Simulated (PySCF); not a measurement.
# C3H8AlN: the cost of one run

Programs: PySCF 2.14.0, with density-fitted response routines of our own. Each step states its level of theory. These are calculated values for one molecule in the gas phase, unless marked as measured. Atoms count from 0, in the outputs and in this text.

## 1. The starting structure

13 atoms, charge 0, multiplicity 1; geometry from: GFN2-xTB. The atoms were then displaced at random by about 0.01 Å, so the start is not that level's minimum.

Bonds of the start (Å): C0–C1 1.36, C1–Al2 2.00, Al2–N3 1.73, N3–C4 1.48, C0–H5 1.08, C0–H6 1.08, C1–H7 1.09, Al2–H8 1.52, N3–H9 1.02, C4–H10 1.10, C4–H11 1.11, C4–H12 1.09.

## 2. Relaxing the molecule at PBE0-D3(BJ)/def2-SVP

The job: settings as JSON, then the geometry in Å.

```
{"job": {"xc": "PBE0", "basis": "def2-SVP", "d3": "d3bj", "grid": 1, "shake": 0.01, "kind": "geom"}, "charge": 0, "multiplicity": 1}
C      2.918290     0.230290     0.412190
C      1.603220     0.221500     0.747730
Al     0.330130    -0.109430    -0.753170
N     -1.399010    -0.216690    -0.738460
C     -2.504990    -0.120490     0.242200
H      3.191310     0.105800    -0.626110
H      3.718600     0.426220     1.104870
H      1.376300     0.392180     1.795830
H      0.977200    -0.292540    -2.119670
H     -1.839180    -0.407780    -1.642980
H     -3.198630     0.701600     0.022660
H     -2.058600     0.083710     1.236580
H     -3.108820    -1.031250     0.307990
```

The run is started by

```console
> OMP_NUM_THREADS=1 python probes_run.py task.json out
```

One launch serves the whole session: the jobs run in the order shown.

**Question.** How long does this first job take on 1 thread of Arm Neoverse V1, shared host, and how much memory does it need?

About 33 s, with a peak of 0.47 GiB.
